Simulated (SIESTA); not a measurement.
Sheet: Ni, a sheet with vacuum.

```xyz
1
Lattice="2.2591 0.0000 0.0000 0.0000 2.2591 0.0000 0.0000 0.0000 23.8000" Properties=species:S:1:pos:R:3 pbc="T T T"
Ni    1.1296    1.1296    7.0001
```

The cell was built by a generator and needn't be a form met in nature.

Base run:

```yaml
Program: SIESTA 5.4.2
Functional: PBE
Potentials_or_basis: PseudoDojo 0.4 standard (PBE files)
Basis: DZP (energy shift 0.003 Ry; two zetas on semicore shells)
Grid_cutoff: 800 Ry
Energy_shift: 0.003 Ry
k_mesh: 12 × 12 × 1
Occupations: fermi-dirac, width 0.05 eV
Spin: non-collinear spin, random start
Starting_moments: "[[-0.733, -0.376, 0.1]] μB"
```

Its results: band gap on the k mesh none (metal or under the smearing width); net moment 0.89 μB per cell.

Q: The run is repeated on the same cell with these changes: spin from non-collinear spin, random start to collinear spin, zero start; moments at the start from [-0.73, -0.38, 0.1] to [0.0]. What comes out?

A: Band gap on the k mesh none (metal or under the smearing width); net moment 0.00 μB per cell.

Caveats: the basis of atomic orbitals isn't converged, which shifts pressures, moduli and gaps.
